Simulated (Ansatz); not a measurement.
Working through a supercell folding check of Ir, space group P6_3/mmc

With the Python package of Ansatz (0.2.0).

The script reads `ir.vasp`:
```text
Ir
1.0
   2.75137789    0.00000000    0.00000000
  -1.37568895    2.38276315    0.00000000
   0.00000000    0.00000000    4.46229000
Ir
2
Direct
   0.66666667    0.33333333    0.75000000
   0.33333333    0.66666667    0.25000000
```

The cells in order, each with its output:

**Cell 1**
```python
import warnings

import ansatz as az
from ase.io import read
```

**Cell 2**
```python
SETTINGS = {
    'xc': 'pbesol',
}
```

**Cell 3**
```python
warnings.simplefilter('ignore', az.DeckWarning)
```

**Cell 4**
```python
atoms = read('ir.vasp', format='vasp')
structure = az.Crystal.from_ase(atoms)
```

**Cell 5**
```python
[site.symbol for site in structure.resolved().sites]
```
Output:
```text
['Ir', 'Ir']
```

**Cell 6**
```python
# the mesh shrinks as the cell grows, so that all cells sample the same points
mesh = (8, 8, 4)
rows = []
for repeats in [(1, 1, 1), (2, 1, 1)]:
    base = (
        structure.supercell(*repeats).calculation()
        .functional(SETTINGS['xc'])
        .pseudopotentials('paw')
        .occupations(az.OccupationsMethod.COLD)
        .kpoints(*(k // n for k, n in zip(mesh, repeats)))
    )
    data = base.run(threads=1).report
    n = len(data['lattice']['sites'])
    rows.append((repeats, n, data['free_energy_ev'] / n, data['fermi_energy_ev'], data['n_kpoints'], data['n_symmetry_ops']))
print('       repeats           atoms       F/atom eV  Fermi level eV        k-points  symmetry operations')
for row in rows:
    print(f'{str(row[0]):>14s}  {row[1]:14d}  {row[2]:14.5f}  {row[3]:14.4f}  {row[4]:14d}  {row[5]:19d}')
```
Output:
```text
       repeats           atoms       F/atom eV  Fermi level eV        k-points  symmetry operations
     (1, 1, 1)               2    -11798.91219         24.7248              30                   24
     (2, 1, 1)               4    -11798.91219         24.7249              39                   16
```

Caveats:
- Total energies depend on the potentials; only differences at equal settings carry meaning.
- The run is spin-unpolarised.
- The mesh is modest for a metal, so energies can be off by several to tens of meV an atom and pressures by half a GPa or more; differences at equal mesh fare better.
- Spin-orbit coupling, which matters for elements this heavy, is left out.
- This isn't the structure that Ir takes at ambient conditions.
- The count of operations in a supercell holds its pure translations too, and an uneven repeat can lower the point group.
- Run time: 4.8 s on 1 thread of Arm Neoverse V1 (shared host), peak memory 0.46 GiB.
